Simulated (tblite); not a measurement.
# C7H10Cl2O: the cost of one run

Computed with tblite 0.8.0 and PySCF 2.14.0, with density-fitted response routines of our own, on a single molecule in the gas phase. Atoms are numbered from 0 throughout.

**1. The starting structure**

20 atoms, charge 0, multiplicity 1; geometry from: force field or distance geometry start.

Bonds of the start (Å): C0–C1 1.54, C1–C2 1.52, C1–C3 1.55, C1–C4 1.53, C4–C5 1.35, C5–Cl6 1.71, C4–C7 1.50, C7–O8 1.23, C7–Cl9 1.75, C0–H10 1.11, C0–H11 1.09, C0–H12 1.10, C2–H13 1.10, C2–H14 1.10, C2–H15 1.10, C3–H16 1.09, C3–H17 1.10, C3–H18 1.10, C5–H19 1.10.

**2. Relaxing the molecule with GFN2-xTB**

Job settings and geometry (Å):

```
{"job": {"kind": "relax", "xc": "GFN2-xTB", "basis": "xTB"}, "charge": 0, "multiplicity": 1}
C     -1.267500     0.612600     1.074600
C     -0.404300    -0.163500     0.066500
C     -1.145100    -0.331300    -1.255000
C     -0.225300    -1.581800     0.660400
C      0.935400     0.536700    -0.144500
C      1.202600     1.783200    -0.576200
Cl     0.073700     2.983200    -1.033300
C      2.204800    -0.206600     0.129400
O      2.670400    -0.171200     1.262400
Cl     2.903800    -1.070200    -1.216900
H     -2.186800     0.052100     1.326000
H     -0.740100     0.803000     2.012200
H     -1.614600     1.579300     0.688400
H     -0.543900    -0.869500    -1.997100
H     -2.088100    -0.882200    -1.117500
H     -1.432900     0.636200    -1.686500
H      0.342500    -2.241300     0.000900
H      0.287400    -1.568600     1.637100
H     -1.197200    -2.066700     0.840100
H      2.220000     2.177000    -0.673900
```

The run is started by

```console
OMP_NUM_THREADS=1 python probes_run.py task.json out
```

This one command runs all jobs of the session in turn.

**Question.** How long does this first job take on 1 thread of Arm Neoverse V1, shared host?

About 1.4 s.
